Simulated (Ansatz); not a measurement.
# C2H12O2Si3: the cost of one run

Method: RKS B3LYP/STO-3G, in Ansatz 0.2.0.

1 further run of the same task is left out (it didn't finish).

## 1. Starting point

Bond lengths (14 of 18 bonds, heavy atoms first): Si1–O2 1.680 Å, O2–C3 1.420 Å, Si1–O7 1.680 Å, O7–C8 1.420 Å, Si1–Si12 2.218 Å, Si1–Si16 2.218 Å, C3–H4 1.110 Å, C3–H5 1.110 Å, C3–H6 1.110 Å, C8–H9 1.110 Å, C8–H10 1.110 Å, C8–H11 1.110 Å, Si12–H13 1.460 Å, Si12–H14 1.460 Å. Angles (14 of 32 angles, heavy atoms first): Si1–O2–C3 125.0°, O2–Si1–O7 109.4°, O2–Si1–Si12 109.5°, O2–Si1–Si16 109.5°, O7–Si1–Si12 109.5°, O7–Si1–Si16 109.5°, Si12–Si1–Si16 109.5°, Si1–O7–C8 125.0°, O2–C3–H4 109.5°, O2–C3–H5 109.5°, O2–C3–H6 109.5°, O7–C8–H9 109.5°, O7–C8–H10 109.5°, O7–C8–H11 109.5°.

Structure file:

```xyz
19

Si    0.0000    0.0000    0.0000
O     0.0000    0.0000    1.6800
C    -1.1112   -0.3437    2.4945
H    -1.8140   -0.9775    1.9143
H    -0.7584   -0.9037    3.3856
H    -1.6313    0.5809    2.8212
O     1.5842    0.0000   -0.5594
C     2.3503   -1.1632   -0.8360
H     1.7187   -1.9052   -1.3675
H     3.2179   -0.8926   -1.4733
H     2.7141   -1.6023    0.1163
Si   -1.0456    1.8115   -0.7393
H    -2.4302    1.4780   -1.0607
H    -1.0215    2.8436    0.2931
H    -0.3743    2.3069   -1.9374
Si   -1.0456   -1.8115   -0.7393
H    -1.7029   -2.4846    0.3772
H    -2.0454   -1.4265   -1.7311
H    -0.0777   -2.7173   -1.3511
```

## 2. Relaxing the start

Contents of input.yaml:

```yaml
crystal:
  periodic: [false, false, false]
  atoms:
    - { symbol: Si, position_ang: [0.0, 0.0, 0.0] }
    - { symbol: O, position_ang: [0.0, 0.0, 1.68] }
    - { symbol: C, position_ang: [-1.1112, -0.3437, 2.4945] }
    - { symbol: H, position_ang: [-1.814, -0.9775, 1.9143] }
    - { symbol: H, position_ang: [-0.7584, -0.9037, 3.3856] }
    - { symbol: H, position_ang: [-1.6313, 0.5809, 2.8212] }
    - { symbol: O, position_ang: [1.5842, 0.0, -0.5594] }
    - { symbol: C, position_ang: [2.3503, -1.1632, -0.836] }
    - { symbol: H, position_ang: [1.7187, -1.9052, -1.3675] }
    - { symbol: H, position_ang: [3.2179, -0.8926, -1.4733] }
    - { symbol: H, position_ang: [2.7141, -1.6023, 0.1163] }
    - { symbol: Si, position_ang: [-1.0456, 1.8115, -0.7393] }
    - { symbol: H, position_ang: [-2.4302, 1.478, -1.0607] }
    - { symbol: H, position_ang: [-1.0215, 2.8436, 0.2931] }
    - { symbol: H, position_ang: [-0.3743, 2.3069, -1.9374] }
    - { symbol: Si, position_ang: [-1.0456, -1.8115, -0.7393] }
    - { symbol: H, position_ang: [-1.7029, -2.4846, 0.3772] }
    - { symbol: H, position_ang: [-2.0454, -1.4265, -1.7311] }
    - { symbol: H, position_ang: [-0.0777, -2.7173, -1.3511] }
basis:
  gaussian: { orbitals: STO-3G }
hamiltonian:
  xc: b3lyp
relax:
  f_tol: 0.02
  max_steps: 40
output:
  orbitals: {}
```

The run is started by

```console
$ ansatz run input.yaml --threads 1 --pin off --max-ram 2048MiB --backend cpu --events-out ev --progress --plain --runs-dir out
```

**Question.** How long does this run take on 1 thread of Arm Neoverse V1, shared host, and how much memory does it need?

About 2.2 min, with a peak of 0.17 GiB.
